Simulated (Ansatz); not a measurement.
# CH₃NSn: up Jacob's ladder to CCSD(T)

One table from this session's results is given with a row withheld; the runs are named, their logs left out.

Program: Ansatz 0.2.0, Gaussian basis. Level of theory: functionals in def2-TZVPP, the program's frozen cores in correlated methods. These are calculated values, not measurements.

The runs, in order: LDA (SPW92), PBE-D4, revPBE-D4, BLYP-D4, r2SCAN-D4, B97M-V, PBE0-D4, B3LYP-D4, r2SCANh-D4, r2SCAN0-D4, HSE06-D4, BHLYP-D4, CAM-B3LYP-D4, LC-ωPBE, ωB97X-V, ωB97M-V, B2PLYP, PBE-QIDH; CCSD(T)/def2-SVP; CCSD(T)/def2-TZVPP; CCSD(T)/def2-QZVPP; extrapolation to the limit; RPA on PBE.

1 further run of the same task is left out (for a known fault of the program).

**The geometry**

An earlier PBE0-D4 in a triple-zeta def2 set relaxation fixed the geometry. Sn takes the def2 core potential; no spin-orbit term is included.

SMILES `N#[C][SnH3]`, 6 atoms, charge 0, spin multiplicity 1.

Atoms are counted from 1 here; the program's logs count them from 0.

Bond lengths: N1–C2 1.152 Å, C2–Sn3 2.112 Å, Sn3–H4 1.695 Å, Sn3–H5 1.695 Å, Sn3–H6 1.695 Å. Angles: N1–C2–Sn3 179.8°, C2–Sn3–H4 106.1°, C2–Sn3–H5 106.0°, C2–Sn3–H6 106.1°, H4–Sn3–H5 112.7°, H4–Sn3–H6 112.6°, H5–Sn3–H6 112.6°.

Set-up of the first run:

File in.yaml:

```yaml
crystal:
  periodic: [false, false, false]
  atoms:
    - {symbol: N, position_ang: [2.057048, -0.924658, 1.310657]}
    - {symbol: C, position_ang: [1.149591, -0.518109, 0.728496]}
    - {symbol: Sn, position_ang: [-0.513933, 0.221619, -0.342797]}
    - {symbol: H, position_ang: [-0.145034, 1.830119, -0.731384]}
    - {symbol: H, position_ang: [-0.663688, -0.763714, -1.714275]}
    - {symbol: H, position_ang: [-1.841885, 0.090742, 0.703003]}
basis:
  gaussian: {orbitals: def2-TZVPP}
hamiltonian: {xc: lda}
output: {orbitals: {seedname: orbitals}}
```

Started as:

```console
ansatz run in.yaml --threads 2 --pin off --events-out ev --progress --plain --max-ram 32768MiB --backend cpu
```

Among the steps run: LDA; PBE-D4 (GGA); revPBE-D4 (GGA); BLYP-D4 (GGA); r2SCAN-D4 (meta-GGA); B97M-V (meta-GGA); B3LYP-D4 (hybrid); r2SCANh-D4 (hybrid); r2SCAN0-D4 (hybrid); HSE06-D4 (hybrid); BHLYP-D4 (hybrid); CAM-B3LYP-D4 (range-separated); LC-ωPBE (range-separated); ωB97X-V (range-separated); ωB97M-V (range-separated); B2PLYP (double hybrid); PBE-QIDH (double hybrid).

One of the session's tables, all rows but one given; the rest of the session is left out.

It belongs to the step «Orbital energies across the functionals». 

| functional | HOMO (eV) | gap (eV) |
| --- | --- | --- |
| LDA (SPW92) | -8.35 | 6.92 |
| PBE-D4 | -8.23 | 7.02 |
| revPBE-D4 | -8.17 | 7.05 |
| BLYP-D4 | -8.08 | 6.97 |
| r2SCAN-D4 | -8.53 | 7.54 |
| B97M-V | -8.53 | 7.50 |
| PBE0-D4 | -9.53 | 9.18 |
| B3LYP-D4 | -9.28 | 8.68 |
| r2SCANh-D4 | -9.01 | 8.36 |
| r2SCAN0-D4 | -9.72 | 9.58 |
| HSE06-D4 | ? | ? |
| BHLYP-D4 | -10.68 | 10.97 |
| CAM-B3LYP-D4 | -10.92 | 11.38 |
| LC-ωPBE | -12.36 | 13.89 |
| ωB97X-V | -11.94 | 13.36 |
| ωB97M-V | -11.78 | 12.81 |

Estimate the missing values for HSE06-D4.

**Answer.** HOMO (eV): -9.12; gap (eV): 8.42. In the column «HOMO (eV)» it lies between B3LYP-D4 (-9.28) and r2SCANh-D4 (-9.01).
